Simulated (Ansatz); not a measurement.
Write a Python script for Ansatz 0.2.0 through its Python package that makes a relaxation followed by a look at the electronic structure of Y₂C, space group R-3m. Level of theory (first run): LDA, PAW, the default cutoff (420 eV here), 6×6×6 k-points, cold smearing of 0.1 eV.

The script reads `POSCAR`:
```text
Y2C
1.0
   1.81241500    1.04639829    5.98800000
  -1.81241500    1.04639829    5.98800000
   0.00000000   -2.09279658    5.98800000
Y C
2 1
Direct
   0.25793000    0.25793000    0.25793000
   0.74207000    0.74207000    0.74207000
   0.00000000    0.00000000    0.00000000
```

`y2c.py`:
```python
"""From the given cell of Y2C to a relaxed cell, its gap and its density of states."""

from dataclasses import dataclass

import ansatz as az
from ase.io import read
import numpy as np


@dataclass(frozen=True)
class Settings:
    functional: str = "lda"
    smearing: str = "Marzari-Vanderbilt"


settings = Settings()


def count_gap(report):
    # lowest empty less highest filled band, counting bands; zero where they overlap
    return max(report.get("gap_by_band_count_ev") or 0.0, 0.0)


def setup_for(crystal, spacing):
    return (
        crystal.calculation()
        .functional(settings.functional)
        .pseudopotentials("paw")
        .occupations(settings.smearing)
        .kpoints(spacing=spacing)
    )


def main() -> None:
    atoms = read("POSCAR", format="vasp")
    xtal = az.Crystal.from_ase(atoms)

    relaxed = setup_for(xtal, 0.34).relax(cell=True, force_tolerance=0.01, max_steps=40).checkpoint(write="relax.run", compress=False).run(threads=1)
    cell = np.asarray(relaxed.lattice.cell_ang)
    print("relaxed edges (A):", np.linalg.norm(cell, axis=1).round(4), " volume:", round(abs(np.linalg.det(cell)), 3), "A^3")
    for site in relaxed.lattice.sites:
        print(" ", site.symbol, np.round(site.position_frac, 4) + 0.0)

    final = az.Crystal.from_checkpoint("relax.run")
    result = setup_for(final, 0.26).functional("pbesol").stress().band_table().density_of_states(energy_step=0.05).run(threads=1)
    report = result.report
    dos = result.density_of_states()
    print(f"pressure at the relaxed cell {np.trace(report['stress_gpa']) / 3:.3f} GPa, gap by band count {count_gap(report):.3f} eV")
    if count_gap(report) == 0:
        print("states/eV at the Fermi level:", round(float(np.interp(dos.fermi_ev, dos.energies_ev, dos.spin_summed_g_bin_mean_per_ev)), 3))


if __name__ == "__main__":
    main()
```

`python y2c.py` gives:
```text
DeckWarning: basis.ecutwfc = 420 eV, auto-derived from the records' recommended cutoffs: set by Y (normal level)
relaxed edges (A): [6.384 6.384 6.384]  volume: 65.035 A^3
  Y [0.26 0.26 0.26]
  Y [0.74 0.74 0.74]
  C [0. 0. 0.]
DeckWarning: crystal.checkpoint: the structure is that of relax.run, a `relax` run, at its step 6: its result, under lda at a charge of 0 e; 3 atoms read, 0 with a starting moment [...]
pressure at the relaxed cell 2.225 GPa, gap by band count 0.000 eV
states/eV at the Fermi level: 2.999
```
(Warnings from the package without file and line, shortened.)

Caveats:
- Spin is left out of this run.
- For a metal this k-point mesh is coarse: on a finer one energies can move by several to tens of meV an atom and pressures by half a GPa or more, differences at one mesh by less.
- An absolute Fermi energy rests on an arbitrary zero of the periodic potential and has no direct meaning.
- A gap by band count of zero or less means overlapping bands, a metal.
- The structure is a deposited one; some such entries were measured under pressure or heat, so a shift against it needn't be the functional's error alone.
- Gaps and levels are Kohn-Sham values on a finite set of k-points, without spin-orbit coupling.
- Where the second run takes another functional or mesh than the relaxation, its pressure isn't zero; pressure is positive in compression.
- The computed bands are complete only to about 2.6 eV above the Fermi level; beyond that the density of states is undercounted.
- Finished in 20 s on 1 thread of Arm Neoverse V1, on a shared host, peak memory 0.5 GiB.
